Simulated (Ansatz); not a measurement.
# CH5NSn: how energies converge with the basis set

How large a basis does CH5NSn need? Two functionals are run in growing sets.

Method: one geometry, several basis sets; program: Ansatz 0.2.0, Gaussian basis.

The runs, in order: PBE0-D4/def2-SVP; ωB97M-V/def2-SVP; PBE0-D4/def2-QZVPP; ωB97M-V/def2-QZVPP; the functionals' def2-TZVPP values are taken from earlier runs.

## Step 1: Structure used throughout

An earlier PBE0-D4 in a triple-zeta def2 set relaxation fixed the geometry. Sn takes the def2 core potential; no spin-orbit term is included.

SMILES `N=[CH][SnH3]`, 8 atoms, charge 0, spin multiplicity 1.

Atoms are counted from 1 here; the program's logs count them from 0.

Bond lengths: N1–C2 1.265 Å, N1–H4 1.024 Å, C2–Sn3 2.158 Å, C2–H5 1.101 Å, Sn3–H6 1.700 Å, Sn3–H7 1.709 Å, Sn3–H8 1.709 Å. Angles: C2–N1–H4 111.7°, N1–C2–Sn3 118.6°, N1–C2–H5 122.5°, Sn3–C2–H5 118.9°, C2–Sn3–H6 108.6°, C2–Sn3–H7 109.2°, C2–Sn3–H8 109.2°, H6–Sn3–H7 110.8°, H6–Sn3–H8 110.8°, H7–Sn3–H8 108.3°.

Geometry (Å):

```xyz
8
CH5NSn
N    -1.2839    0.9697   -0.8507
C    -0.4618    0.0088   -0.8328
Sn    0.7562   -0.2749    0.9256
H    -1.8042    1.0064   -1.7318
H    -0.3444   -0.6859   -1.6786
H     0.3497    0.9179    2.0662
H     2.4048   -0.1605    0.4901
H     0.4755   -1.8384    1.5562
```

## Step 2: PBE0-D4 in def2-SVP

The input, in.yaml:

```yaml
crystal:
  periodic: [false, false, false]
  atoms:
    - {symbol: N, position_ang: [-1.283920, 0.969689, -0.850698]}
    - {symbol: C, position_ang: [-0.461761, 0.008763, -0.832759]}
    - {symbol: Sn, position_ang: [0.756228, -0.274948, 0.925578]}
    - {symbol: H, position_ang: [-1.804204, 1.006392, -1.731820]}
    - {symbol: H, position_ang: [-0.344373, -0.685934, -1.678574]}
    - {symbol: H, position_ang: [0.349660, 0.917880, 2.066235]}
    - {symbol: H, position_ang: [2.404842, -0.160536, 0.490103]}
    - {symbol: H, position_ang: [0.475528, -1.838408, 1.556235]}
basis:
  gaussian: {orbitals: def2-SVP}
hamiltonian: {xc: pbe0, dispersion: d4}
output: {orbitals: {seedname: orbitals}}
```

Further steps of the session: ωB97M-V in def2-SVP; PBE0-D4 in def2-QZVPP; ωB97M-V in def2-QZVPP.

Before running them: what should the planned runs give, taken together? Wanted: PBE0-D4: double and triple zeta above quadruple; ωB97M-V: double and triple zeta above quadruple.

**Answer**, as computed:

| quantity | value |
| --- | --- |
| PBE0-D4: double and triple zeta above quadruple | 3.47, 0.21 eV |
| ωB97M-V: double and triple zeta above quadruple | 3.64, 0.20 eV |

In words: PBE0-D4 gains 3.26 eV from double to triple zeta, then 0.21 eV more. These are total energies; as a rule much of such shifts cancels in differences, which this series doesn't test. The LUMO of ωB97M-V is positive and keeps falling with the basis (1.73 to 1.23 eV): an unbound level that the basis holds in place.
